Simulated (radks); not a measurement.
**V in [Ar] 3d3 4s2: an all-electron calculation**

An exercise on one series of results from a longer session: the logs are not shown, and one member is left open.

The numbers are computed with radks (a radial shooting solver on a logarithmic mesh, Libxc functionals) version 1 (scalar-relativistic Kohn-Sham, OLYP, spin-unpolarised, spherical densities, finite nucleus), except any that are marked as measured or tabulated.

**The system**

* element: vanadium (Z = 23)
* charge: 0
* electrons: 23
* configuration: [Ar] 3d3 4s2
* nuclear rms radius: 3.6002 fm

Outer shells as boxes (Hund's rule):

V
```
[Ar] core
3d [↑ ][↑ ][↑ ][  ][  ]
4s [↑↓]
```

Set-up of the first run:

The run's settings:

```text
Z 23
configuration [Ar] 3d3 4s2 4p0 5s0 4d0 4f0
relativity scalar-relativistic
functional optx,lyp
spin unpolarised
nucleus finite rms 3.6002 fm
c 137.035999084
```

Steps of the session up to this table: Self-consistent calculation.

One table of the session follows, with a row left open; its other results are not shown here.

It belongs to the step «Shells». From the orbitals of this run (lengths in bohr):

```
level      <r>  outermost maximum (interpolated)  90 % within  nodes
   1s  0.06645                            0.0435        0.119      0
   2s        ?                                 ?            ?      ?
   2p   0.2738                             0.208        0.450      0
   3s   0.9473                             0.819         1.42      2
   3p    1.014                             0.845         1.56      1
   3d    1.430                             0.893         2.54      0
   4s    3.399                              2.79         5.19      3
   4p    5.173                              3.68         8.34      2
```

**Question.** Estimate the row for 2s.

As computed: <r>: 0.3079; outermost maximum (interpolated): 0.256; 90 % within: 0.478; nodes: 1. In the column «<r>» it lies between 2p (0.2738) and 3s (0.9473).

Limits of these values: Spin polarisation and multiplet splitting are left out.
